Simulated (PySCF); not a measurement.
# C3H18Si5: NMR shifts at several levels of theory, part 2 of 2

PySCF 2.14.0. Atoms count from 0. The steps go on from the part before.

### Step 5. Nuclear shieldings: wB97X-D/pcSseg-1

The job: settings as JSON, then the geometry in Å.

```
{"job": {"kind": "nmr", "xc": "wB97X-D", "basis": "pcSseg-1", "pop": false}, "charge": 0, "multiplicity": 1}
C      2.716769    -1.052174     0.382920
Si     1.569347    -0.057806    -0.731562
C      2.197897     1.707989    -0.919976
C      1.406733    -0.885705    -2.415816
Si    -0.562189     0.018948     0.262914
Si    -1.411622    -2.148599     0.504330
Si    -2.011980     1.263482    -1.087949
Si    -0.424633     1.028395     2.370242
H      2.346693    -2.080170     0.518681
H      2.803854    -0.588802     1.377945
H      3.727242    -1.109810    -0.054421
H      1.521238     2.304125    -1.551850
H      2.275602     2.208169     0.057792
H      3.196128     1.718207    -1.387889
H      0.721388    -0.324720    -3.069955
H      2.386770    -0.941073    -2.917822
H      1.017435    -1.910928    -2.317392
H     -0.496810    -2.964383     1.364242
H     -1.511369    -2.813715    -0.833333
H     -2.769595    -2.143626     1.131578
H     -2.106935     0.639376    -2.445761
H     -1.491859     2.657866    -1.251770
H     -3.387637     1.337039    -0.505108
H      0.495929     0.246152     3.254727
H     -1.762567     1.109872     3.034164
H      0.122553     2.416073     2.239819
```

With the program's defaults for keys left out, this is: GIAO wB97X-D/pcSseg-1 NMR shielding, non-relativistic, gas phase.

Standard output:

```text
coarse grid: 22544 points
cycle   1  E = -1572.4353932829  dE = -1.369e-01  |g| = 3.676e-01  |ddm| = 4.345e+00
cycle   2  E = -1572.4614834133  dE = -2.609e-02  |g| = 2.473e-01  |ddm| = 5.465e-01
cycle   3  E = -1572.4768658629  dE = -1.538e-02  |g| = 3.180e-02  |ddm| = 2.348e-01
cycle   4  E = -1572.4772944153  dE = -4.286e-04  |g| = 8.898e-03  |ddm| = 7.547e-02
cycle   5  E = -1572.4773134483  dE = -1.903e-05  |g| = 1.434e-03  |ddm| = 1.619e-02
cycle   6  E = -1572.4773146705  dE = -1.222e-06  |g| = 3.841e-04  |ddm| = 5.822e-03
final grid: 189952 points
cycle   7  E = -1572.5344790076  dE = -1.996e-04  |g| = 5.485e-03  |ddm| = 3.874e-02
cycle   8  E = -1572.5344847280  dE = -5.720e-06  |g| = 3.108e-03  |ddm| = 9.808e-03
cycle   9  E = -1572.5344867612  dE = -2.033e-06  |g| = 5.996e-04  |ddm| = 2.977e-03
cycle  10  E = -1572.5344869007  dE = -1.395e-07  |g| = 2.067e-04  |ddm| = 1.184e-03
cycle  11  E = -1572.5344869155  dE = -1.486e-08  |g| = 3.968e-05  |ddm| = 4.438e-04
cycle  12  E = -1572.5344869165  dE = -9.727e-10  |g| = 1.690e-05  |ddm| = 1.380e-04
converged SCF energy = -1572.5344869165

GIAO shielding tensors (ppm)
atom      isotropic    diamagn.    paramagn.     s11        s22        s33       span
  0 C      184.945     256.653     -71.708    181.318    185.593    187.923      6.604
  1 Si     362.446     883.534    -521.088    343.958    371.370    372.011     28.053
  2 C      184.946     256.714     -71.768    181.324    185.607    187.908      6.584
  3 C      184.937     256.702     -71.765    181.329    185.589    187.892      6.563
  4 Si     511.454     887.160    -375.706    506.194    506.877    521.291     15.097
  5 Si     454.978     881.975    -426.997    444.293    449.532    471.109     26.816
  6 Si     454.917     882.011    -427.094    444.133    449.486    471.133     27.000
  7 Si     454.997     881.980    -426.982    444.310    449.510    471.172     26.862
  8 H       31.180      33.414      -2.235     26.361     29.882     37.296     10.935
  9 H       31.181      33.405      -2.225     26.354     29.889     37.300     10.946
 10 H       31.130      29.657       1.472     26.443     28.061     38.884     12.441
 11 H       31.179      33.462      -2.283     26.325     29.943     37.269     10.944
 12 H       31.178      33.442      -2.264     26.358     29.890     37.285     10.926
 13 H       31.131      29.674       1.457     26.441     28.048     38.903     12.462
 14 H       31.174      33.453      -2.279     26.332     29.915     37.274     10.941
 15 H       31.132      29.676       1.456     26.444     28.053     38.899     12.454
 16 H       31.183      33.442      -2.258     26.354     29.910     37.285     10.931
 17 H       27.732      30.938      -3.205     23.920     26.247     33.031      9.112
 18 H       27.734      30.944      -3.211     23.912     26.274     33.015      9.103
 19 H       27.788      30.285      -2.497     24.000     25.402     33.961      9.960
 20 H       27.733      30.981      -3.248     23.907     26.289     33.004      9.097
 21 H       27.734      30.973      -3.239     23.917     26.276     33.009      9.092
 22 H       27.788      30.302      -2.514     24.002     25.392     33.971      9.969
 23 H       27.733      30.941      -3.208     23.923     26.245     33.032      9.109
 24 H       27.789      30.287      -2.497     24.003     25.400     33.965      9.962
 25 H       27.734      30.953      -3.219     23.907     26.283     33.012      9.105
```

It took 60 s on 8 threads of Intel Xeon Platinum 8488C (Sapphire Rapids), shared host.

This run: δ C0 -0.4, Si1 -9.5, Si5 -102.0, Si4 -158.5, H17 3.63, H8 0.22 ppm (means over like atoms).

### Step 6. Shielding tensors: KT2/pcSseg-1

The job, as its differences from that of step 5:

```diff
@@ -1,2 +1,2 @@
-{"job": {"kind": "nmr", "xc": "wB97X-D", "basis": "pcSseg-1", "pop": false}, "charge": 0, "multiplicity": 1}
+{"job": {"kind": "nmr", "xc": "KT2", "basis": "pcSseg-1", "pop": false}, "charge": 0, "multiplicity": 1}
 C      2.716769    -1.052174     0.382920
```

Level: GIAO KT2/pcSseg-1 NMR shielding, non-relativistic, gas phase.

Standard output:

```text
coarse grid: 22544 points
cycle   1  E = -1587.1719490548  dE = -1.805e-01  |g| = 6.498e-01  |ddm| = 4.436e+00
cycle   2  E = -1587.0446230378  dE =  1.273e-01  |g| = 9.134e-01  |ddm| = 1.683e+00
cycle   3  E = -1587.2848460851  dE = -2.402e-01  |g| = 8.827e-02  |ddm| = 1.170e+00
cycle   4  E = -1587.2870514026  dE = -2.205e-03  |g| = 3.946e-02  |ddm| = 2.539e-01
cycle   5  E = -1587.2876182618  dE = -5.669e-04  |g| = 6.405e-03  |ddm| = 8.863e-02
cycle   6  E = -1587.2876312509  dE = -1.299e-05  |g| = 1.755e-03  |ddm| = 1.625e-02
cycle   7  E = -1587.2876323071  dE = -1.056e-06  |g| = 4.413e-04  |ddm| = 4.570e-03
final grid: 189952 points
cycle   8  E = -1587.3965612875  dE = -2.196e-04  |g| = 2.433e-02  |ddm| = 4.429e-02
cycle   9  E = -1587.3964829013  dE =  7.839e-05  |g| = 2.535e-02  |ddm| = 3.880e-02
cycle  10  E = -1587.3966278288  dE = -1.449e-04  |g| = 6.363e-03  |ddm| = 3.168e-02
cycle  11  E = -1587.3966393658  dE = -1.154e-05  |g| = 9.524e-04  |ddm| = 9.262e-03
cycle  12  E = -1587.3966396708  dE = -3.051e-07  |g| = 1.007e-04  |ddm| = 1.730e-03
cycle  13  E = -1587.3966396740  dE = -3.130e-09  |g| = 3.412e-05  |ddm| = 2.391e-04
cycle  14  E = -1587.3966396744  dE = -4.497e-10  |g| = 5.058e-06  |ddm| = 7.010e-05
converged SCF energy = -1587.3966396744

GIAO shielding tensors (ppm)
atom      isotropic    diamagn.    paramagn.     s11        s22        s33       span
  0 C      182.667     256.006     -73.339    178.471    182.260    187.270      8.799
  1 Si     367.742     886.347    -518.605    355.000    373.786    374.440     19.441
  2 C      182.661     256.071     -73.409    178.473    182.273    187.238      8.765
  3 C      182.659     256.059     -73.401    178.489    182.261    187.226      8.738
  4 Si     511.639     889.298    -377.659    506.257    506.925    521.735     15.478
  5 Si     466.607     884.778    -418.171    454.397    458.919    486.505     32.108
  6 Si     466.579     884.812    -418.233    454.321    458.902    486.514     32.193
  7 Si     466.639     884.781    -418.142    454.451    458.883    486.584     32.133
  8 H       30.882      33.225      -2.343     26.151     29.713     36.783     10.632
  9 H       30.884      33.214      -2.330     26.144     29.720     36.789     10.645
 10 H       30.904      29.648       1.256     26.409     27.873     38.429     12.020
 11 H       30.882      33.269      -2.388     26.113     29.775     36.757     10.643
 12 H       30.880      33.252      -2.372     26.146     29.722     36.771     10.625
 13 H       30.905      29.665       1.240     26.408     27.861     38.446     12.038
 14 H       30.875      33.263      -2.388     26.120     29.746     36.760     10.641
 15 H       30.906      29.667       1.240     26.411     27.866     38.442     12.031
 16 H       30.886      33.252      -2.366     26.142     29.742     36.772     10.630
 17 H       27.430      30.907      -3.477     23.684     25.930     32.676      8.992
 18 H       27.431      30.913      -3.482     23.677     25.958     32.659      8.981
 19 H       27.501      30.232      -2.730     23.820     25.135     33.549      9.728
 20 H       27.430      30.946      -3.516     23.671     25.971     32.647      8.976
 21 H       27.432      30.939      -3.507     23.683     25.959     32.654      8.972
 22 H       27.502      30.248      -2.746     23.823     25.125     33.557      9.734
 23 H       27.431      30.910      -3.479     23.688     25.928     32.678      8.990
 24 H       27.502      30.233      -2.731     23.822     25.132     33.551      9.729
 25 H       27.431      30.920      -3.489     23.672     25.965     32.654      8.982
```

Run time: 33 s. Hardware: 8 threads of Intel Xeon Platinum 8488C (Sapphire Rapids), shared host.

In short: δ C0 0.6, Si1 -6.7, Si5 -105.6, Si4 -150.6, H17 3.72, H8 0.29 ppm (means over like atoms).

### Step 7. Shielding tensors: HF/pcSseg-1

The job, as its differences from that of step 6:

```diff
@@ -1,2 +1,2 @@
-{"job": {"kind": "nmr", "xc": "KT2", "basis": "pcSseg-1", "pop": false}, "charge": 0, "multiplicity": 1}
+{"job": {"kind": "nmr", "xc": "HF", "basis": "pcSseg-1", "pop": false}, "charge": 0, "multiplicity": 1}
 C      2.716769    -1.052174     0.382920
```

With the program's defaults for keys left out, this is: GIAO HF/pcSseg-1 NMR shielding, non-relativistic, gas phase.

Standard output:

```text
final grid: 189952 points
cycle   1  E = -1568.5708519090  dE =  8.220e-03  |g| = 4.393e-01  |ddm| = 4.244e+00
cycle   2  E = -1568.6602543984  dE = -8.940e-02  |g| = 1.225e-01  |ddm| = 6.955e-01
cycle   3  E = -1568.6685297461  dE = -8.275e-03  |g| = 3.836e-02  |ddm| = 3.193e-01
cycle   4  E = -1568.6691383242  dE = -6.086e-04  |g| = 6.582e-03  |ddm| = 7.581e-02
cycle   5  E = -1568.6691697301  dE = -3.141e-05  |g| = 2.225e-03  |ddm| = 2.158e-02
cycle   6  E = -1568.6691732617  dE = -3.532e-06  |g| = 6.216e-04  |ddm| = 8.003e-03
cycle   7  E = -1568.6691736637  dE = -4.020e-07  |g| = 1.599e-04  |ddm| = 3.382e-03
cycle   8  E = -1568.6691736897  dE = -2.598e-08  |g| = 4.590e-05  |ddm| = 9.934e-04
cycle   9  E = -1568.6691736914  dE = -1.691e-09  |g| = 1.150e-05  |ddm| = 2.513e-04
cycle  10  E = -1568.6691736915  dE = -1.119e-10  |g| = 2.078e-06  |ddm| = 6.861e-05
converged SCF energy = -1568.6691736915

GIAO shielding tensors (ppm)
atom      isotropic    diamagn.    paramagn.     s11        s22        s33       span
  0 C      191.799     256.373     -64.574    188.612    193.202    193.583      4.970
  1 Si     403.010     880.330    -477.320    383.198    412.631    413.202     30.003
  2 C      191.809     256.427     -64.617    188.616    193.216    193.596      4.980
  3 C      191.804     256.419     -64.614    188.628    193.206    193.578      4.951
  4 Si     540.820     883.888    -343.068    536.577    537.253    548.629     12.052
  5 Si     482.854     878.729    -395.875    472.829    478.153    497.580     24.751
  6 Si     482.738     878.763    -396.025    472.593    478.039    497.581     24.987
  7 Si     482.845     878.732    -395.887    472.788    478.100    497.647     24.859
  8 H       31.550      33.506      -1.957     26.510     30.024     38.114     11.604
  9 H       31.552      33.498      -1.945     26.505     30.032     38.120     11.616
 10 H       31.439      29.938       1.501     26.427     28.232     39.658     13.232
 11 H       31.551      33.547      -1.995     26.477     30.084     38.093     11.617
 12 H       31.548      33.529      -1.981     26.508     30.031     38.105     11.597
 13 H       31.440      29.953       1.488     26.424     28.217     39.680     13.256
 14 H       31.544      33.537      -1.993     26.482     30.054     38.096     11.614
 15 H       31.441      29.955       1.486     26.428     28.222     39.675     13.248
 16 H       31.555      33.531      -1.976     26.506     30.052     38.106     11.601
 17 H       28.231      31.096      -2.865     24.348     26.736     33.610      9.262
 18 H       28.232      31.102      -2.871     24.336     26.764     33.594      9.258
 19 H       28.271      30.638      -2.367     24.392     25.827     34.593     10.201
 20 H       28.232      31.137      -2.905     24.334     26.781     33.581      9.248
 21 H       28.233      31.130      -2.898     24.343     26.767     33.589      9.246
 22 H       28.271      30.655      -2.383     24.393     25.817     34.603     10.211
 23 H       28.232      31.099      -2.867     24.350     26.735     33.611      9.261
 24 H       28.272      30.638      -2.367     24.394     25.825     34.596     10.203
 25 H       28.232      31.109      -2.877     24.334     26.772     33.590      9.256
```

It took 26 s on 8 threads of Intel Xeon Platinum 8488C (Sapphire Rapids), shared host.

In short: δ C0 -1.0, Si1 -9.6, Si5 -89.4, Si4 -147.4, H17 3.44, H8 0.17 ppm (means over like atoms).

### Step 8. Comparing the runs: NMR shifts

Shifts (ppm), means over like atoms, with basis size and wall time:

| run | C0 | H17 | H8 | Si1 | Si5 | Si4 | functions | time |
| --- | --- | --- | --- | --- | --- | --- | --- | --- |
| PBE0/pcSseg-1 | -0.2 | 3.68 | 0.24 | -8.6 | -102.4 | -158.2 | 261 | 46 s |
| PBE/pcSseg-1 | 0.1 | 3.76 | 0.28 | -7.2 | -106.8 | -156.7 | 261 | 32 s |
| wB97X-D/pcSseg-1 | -0.4 | 3.63 | 0.22 | -9.5 | -102.0 | -158.5 | 261 | 60 s |
| KT2/pcSseg-1 | 0.6 | 3.72 | 0.29 | -6.7 | -105.6 | -150.6 | 261 | 33 s |
| HF/pcSseg-1 | -1.0 | 3.44 | 0.17 | -9.6 | -89.4 | -147.4 | 261 | 26 s |

### Step 9. Outcome

The summary covers parts 1 to 2.

| quantity | value |
| --- | --- |
| point group | C3v |
| rotational constants (main isotopes) | 0.78, 0.58, 0.58 GHz |
| 13C shifts against TMS (PBE0/pcSseg-1, means over atoms taken as alike) | -0.2 ppm |
| 1H shifts against TMS (PBE0/pcSseg-1, means over atoms taken as alike) | 3.68, 0.24 ppm |
| 29Si shifts against TMS (PBE0/pcSseg-1, means over atoms taken as alike) | -8.6, -102.4, -158.2 ppm |
| range of the shift of Si5 | -106.8 to -89.4 ppm |

**Reading.** Single values in the summary come from the first run of each kind that ended normally (PBE0/pcSseg-1), which need not be the best level. Over 5 steps the energy fell by 0.228 eV; of the close pairs, Si6–H21 changed most, 1.462 to 1.497 Å. At PBE0/pcSseg-1: Shielding is most anisotropic at Si5, Si6, Si7 (span 29 ppm, paramagnetic term -428 ppm). In ppm, Si5 (with its like atoms) moves most: its shift spreads over 17.4 ppm, from -106.8 (PBE/pcSseg-1) to -89.4 (HF/pcSseg-1).
